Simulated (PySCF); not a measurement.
**SnCl3: doublet, from a PBE0 minimum start**

The task is one start of a wider search on SnCl3: the doublet, from a PBE0 minimum start. It is relaxed, tested by its Hessian and followed downhill if it is a saddle.

The runs use PySCF 2.14.0; PBE0, basis Sn def2-SVP with ECP28, Cl def2-SVP, scalar-relativistic core potentials, no spin–orbit coupling, density fitting.

## 1. Where the work starts

4 atoms, charge 0, spin multiplicity 2.

Bond lengths: Sn1–Cl2 2.362 Å, Sn1–Cl3 2.362 Å, Sn1–Cl4 2.362 Å. Angles: Cl2–Sn1–Cl3 107.8°, Cl2–Sn1–Cl4 107.8°, Cl3–Sn1–Cl4 107.8°.

Z-matrix (Å, degrees; charge 0 multiplicity 2):
```
Sn
Cl 1 2.3625
Cl 1 2.3625 2 107.84
Cl 1 2.3625 2 107.84 3 116.20
```

## 2. Finding the electronic state

The steps below are one call of a driver around PySCF. For each, scf.py gives the equivalent set-up of the SCF; relaxations use the driver's own optimiser. After this first run the driver tries any further starts and a stability analysis.

Contents of scf.py:

```python
from pyscf import gto, scf, dft
mol = gto.M(atom='''
Sn    -0.000000     0.000000     0.393772
Cl     2.204642     0.000000    -0.455188
Cl    -1.102321     1.909276    -0.455188
Cl    -1.102321    -1.909276    -0.455188''',
    basis={'Sn': 'def2-SVP', 'Cl': 'def2-SVP'},
    ecp={'Sn': 'def2-SVP'},
    charge=0, spin=1)
mf = dft.UKS(mol, xc='PBE0')
mf.grids.atom_grid = (50, 194)
aux = {'Sn': 'def2-universal-JKFIT', 'Cl': 'def2-universal-JKFIT'}
mf = mf.density_fit(auxbasis=aux)
mf.conv_tol = 1e-08
mf.diis_space = 10
mf.max_cycle = 60
mf.init_guess = 'minao'
mf.verbose = 4
mf.kernel()
```

The run is started by

```
OMP_NUM_THREADS=2 python axn.py task.json out
```

Further steps of the session: PBE0 minimum start, doublet: relaxation; Hessian and properties.

**Question.** What will these runs give? Wanted: minimum; geometry; wavenumbers; dipole moment; highest occupied, lowest empty level; polar-tensor charge of Sn1; zero-point energy; atomisation energy; ⟨S²⟩.

**Answer**, as computed:

| quantity | value |
| --- | --- |
| minimum | doublet, C3v |
| geometry | Sn–Cl 2.362 Å (×3); Cl–Sn–Cl 107.8° (×3) |
| wavenumbers (cm⁻¹) | 97 (e), 115 (a1), 342 (a1), 371 (e) |
| dipole moment | 2.15 D |
| highest occupied, lowest empty level (either spin) | -7.70, -5.12 eV |
| polar-tensor charge of Sn1 | +1.47 e |
| zero-point energy | 8.3 kJ/mol |
| entropy at 298.15 K | 351.5 J/(mol K) |
| atomisation energy (no zero-point energy) | 946 kJ/mol |
| ⟨S²⟩ | 0.754 |

The PBE0 minimum start keeps its C3v symmetry and ends in a minimum. In the infrared the band at 371 cm⁻¹ (e, stretch) leads. Most of the spin sits on Sn1 (Mulliken spin 0.51, against 1 for the whole molecule). Only this shape and spin were tried, so other structures or states may lie lower. With an element this heavy the missing spin–orbit coupling can shift these numbers.
